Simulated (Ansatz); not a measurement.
# C: the cost of one run

Method: DFT LDA, scalar-relativistic, plane waves, PAW, in Ansatz 0.2.0.

A COD entry behind a cell of this session may itself be a prediction, so a difference from it is no test against experiment.

16 further runs of the same task are left out: 16 set aside as unsound or not needed.

## Step 1: The system as given

The structure is hexagonal, space group P6_3/mmc (No. 194). Conventional cell: a = 2.483 Å, b = 2.483 Å, c = 4.136 Å, α = 90.00°, β = 90.00°, γ = 120.00°. C (site symmetry 3m) has 4 C at 1.52 to 1.55 Å as nearest neighbours.

As a file:

```
CELL_PARAMETERS angstrom
2.48311 0.00000 0.00000
-1.24155 2.15043 0.00000
0.00000 0.00000 4.13591
ATOMIC_POSITIONS crystal
C 0.33333 0.66667 0.06283
C 0.66667 0.33333 0.56283
C 0.33333 0.66667 0.43717
C 0.66667 0.33333 0.93717
```

This cell was relaxed beforehand with the same method: volume 5.52 Å³/atom, gap on the mesh 3.03 eV.

## Step 2: The scan

The energy is mapped over volume and the cell's shape.

First coordinate, volume per atom: 7 values from 4.859 to 6.184 Å³. Second coordinate, c/a of the conventional cell: 7 values from 1.389 to 1.998.

Relaxed at each point: the atoms inside the fixed cell. Energies count from the relaxed crystal. Points are written as (first, second).

## Step 3: Grid point (4.859 Å³, 1.475)

The input, input.yaml:

```yaml
crystal:
  lattice:
    - [2.4777946188, 0.0, 0.0]
    - [-1.2388973094, 2.1458330853, 0.0]
    - [0.0, 0.0, 3.6554904012]
  atoms:
    - { symbol: C, position: [0.3333333333, 0.6666666667, 0.0628256308] }
    - { symbol: C, position: [0.6666666667, 0.3333333333, 0.5628256308] }
    - { symbol: C, position: [0.3333333333, 0.6666666667, 0.4371743692] }
    - { symbol: C, position: [0.6666666667, 0.3333333333, 0.9371743692] }
basis:
  ecutwfc: 520.0
kpoints:
  mp_grid: { grid: [12, 12, 6] }
hamiltonian:
  xc: lda
  pseudopotentials: { kind: paw, azcp: { folder: soft_1 } }
scf:
  occupations: { method: gaussian, width: 0.05 }
output:
  forces: true
  stress: true
  eigenvalues: true
relax:
  adjacent_minimum: "off"
  f_tol: 0.01
  max_steps: 30
```

Run with:

```
$ ansatz run input.yaml --threads 1 --pin off --max-ram 2048MiB --backend cpu --events-out ev --progress --plain --runs-dir out
```

**Question.** How long does this run take on 1 thread of Arm Neoverse N1, shared host, and how much memory does it need?

About 11 s, with a peak of 0.28 GiB.
